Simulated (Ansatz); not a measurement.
A run of Ansatz 0.2.0:

File input.yaml:

```yaml
crystal:
  lattice:
    - [2.9025379727, 1.6757810799, 3.4877732718]
    - [-2.9025379727, 1.6757810799, 3.4877732718]
    - [0.0, -3.3515621597, 3.4877732718]
  atoms:
    - { symbol: Zr, position: [0.838727, 0.5, 0.161273] }
    - { symbol: Zr, position: [0.5, 0.161273, 0.838727] }
    - { symbol: Zr, position: [0.161273, 0.838727, 0.5] }
    - { symbol: S, position: [0.665023, 0.665023, 0.665023] }
    - { symbol: S, position: [0.334977, 0.334977, 0.334977] }
hamiltonian:
  xc: pbesol
  pseudopotentials: { kind: paw }
kpoints:
  mp_grid: { grid: [6, 6, 6] }
scf:
  occupations: { method: fermi_dirac, width: 0.05 }
output:
  forces: true
  stress: true
  eigenvalues: true
relax:
  f_tol: 0.01
  max_steps: 40
  cell: { stress_tol: 0.05, p_target: 30.0 }
```

Potentials or basis: Ansatz PAW.

Launch:

```console
$ ansatz run input.yaml --threads 2 --pin off --max-ram 5632MiB --backend cpu --events-out ev --progress --plain --runs-dir out
```

Hardware: 2 threads of Intel(R) Xeon(R) Processor @ 2.50GHz (Skylake/Cascade Lake), on a shared host.

Task: Estimate the wall time of this run.

Result: Run time: 85 s on 2 threads of Intel(R) Xeon(R) Processor @ 2.50GHz (Skylake/Cascade Lake), on a shared host, peak memory 0.42 GiB. Counts: scf iterations 36, plane waves 1619, k points 32, bands 29, ion steps 7.
